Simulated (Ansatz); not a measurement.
# ClGeH3: the cost of one run

Computed with Ansatz 0.2.0 through its Python package. Level of theory: CCSD(T)/6-31G*.

## 1. Starting point

Bond lengths: Cl1–Ge2 2.120 Å, Ge2–H3 1.562 Å, Ge2–H4 1.564 Å, Ge2–H5 1.540 Å. Angles: Cl1–Ge2–H3 109.6°, Cl1–Ge2–H4 111.1°, Cl1–Ge2–H5 110.0°, H3–Ge2–H4 109.2°, H3–Ge2–H5 109.8°, H4–Ge2–H5 107.2°.

The script holds or builds the structure itself.

## 2. The code

Input file tae_clgeh3.py:

```python
from collections import Counter

import ansatz as az

BASIS = "6-31G*"
METHOD = "ccsd_t"


def energy(molecule, charge=0, unpaired=0):
    calc = molecule.calculation().basis(gaussian=BASIS).correlation(METHOD)
    if charge:
        calc = calc.charge(charge)
    if unpaired:
        calc = calc.spin("collinear", total=unpaired)
    report = calc.run(threads=1, pin="off").report
    if report["published_state_doubts"]:
        print("  doubts:", report["published_state_doubts"])
    return report["free_energy_ev"]

GEOMETRY = """
Cl   -1.89860   -0.01140    0.64730
Ge    0.10550   -0.01140   -0.04280
H     0.17420    0.65910   -1.45210
H     0.66640   -1.46780   -0.13930
H     1.00230    0.75790    0.94550
"""

mol = az.Crystal.molecule()
for line in GEOMETRY.strip().splitlines():
    symbol, *xyz = line.split()
    mol = mol.atom(symbol, [float(v) for v in xyz])

unpaired = {"Cl": 1, "Ge": 2, "H": 1}
counts = Counter(site.symbol for site in mol.cartesian_sites)
atom_energy = {s: energy(az.Crystal.molecule().atom(s, (0, 0, 0)), 0, unpaired[s]) for s in counts}
whole = energy(mol, 0, 0)
for s, e in atom_energy.items():
    print(f"{s:2s} x{counts[s]}  {e:14.5f} eV")
print(f"ClGeH3: {whole:.5f} eV")
split = sum(counts[s] * e for s, e in atom_energy.items()) - whole
print(f"atomisation energy (no zero-point term): {96.485332 * split:.1f} kJ/mol, {split / sum(counts.values()):.3f} eV an atom")
```

## 3. The run

Launch:

```console
python tae_clgeh3.py
```

Q: Estimate wall time and peak memory on 1 thread of Arm Neoverse V1, shared host.

About 2.9 s, with a peak of 0.18 GiB.
